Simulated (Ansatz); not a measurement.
# CuF4P: the cost of one run

Method: RHF/def2-SVP; program: Ansatz 0.2.0.

## 1. Where the work starts

SMILES `[F][Cu-][P+](F)(F)F`, 6 atoms, charge 0, spin multiplicity 1.

Atoms are counted from 1 here; the program's logs count them from 0.

Bond lengths: F1–Cu2 1.744 Å, Cu2–P3 2.088 Å, P3–F4 1.598 Å, P3–F5 1.598 Å, P3–F6 1.598 Å. Angles: F1–Cu2–P3 180.0°, Cu2–P3–F4 118.7°, Cu2–P3–F5 118.7°, Cu2–P3–F6 118.7°, F4–P3–F5 98.9°, F4–P3–F6 98.9°, F5–P3–F6 98.9°.

Coordinates:

```mol
CuF4P
  3D, bonds by distance, orders not assigned

  6  5  0  0  0  0  0  0  0  0999 V2000
    1.0131   -2.7444    1.3659 F   0  0
    0.4660   -1.2619    0.6285 Cu  0  0
   -0.1891    0.5125   -0.2549 P   0  0
   -1.3975    0.4487   -1.2993 F   0  0
    0.8457    1.3634   -1.1267 F   0  0
   -0.7382    1.6817    0.6866 F   0  0
  1  2  8  0
  2  3  8  0
  3  4  8  0
  3  5  8  0
  3  6  8  0
M  END
```

## 2. Relaxation

File input.yaml:

```yaml
crystal:
  periodic: [false, false, false]
  atoms:
    - { symbol: F, position_ang: [1.013079, -2.744383, 1.36588] }
    - { symbol: Cu, position_ang: [0.466029, -1.261912, 0.628455] }
    - { symbol: P, position_ang: [-0.189101, 0.512481, -0.254934] }
    - { symbol: F, position_ang: [-1.397513, 0.44869, -1.299287] }
    - { symbol: F, position_ang: [0.845731, 1.363449, -1.126718] }
    - { symbol: F, position_ang: [-0.738234, 1.681675, 0.686595] }
basis:
  gaussian: { orbitals: def2-SVP }
hamiltonian:
  xc: hf
output:
  forces: true
relax:
  f_tol: 0.003
  max_steps: 120
```

Started as:

```
ansatz run input.yaml --threads 1 --pin off --max-ram 2560MiB --backend cpu --events-out ev --progress --plain --runs-dir out
```

Q: Estimate wall time and peak memory on 1 thread of Arm Neoverse V2, shared host.

About 20 s, with a peak of 0.23 GiB.
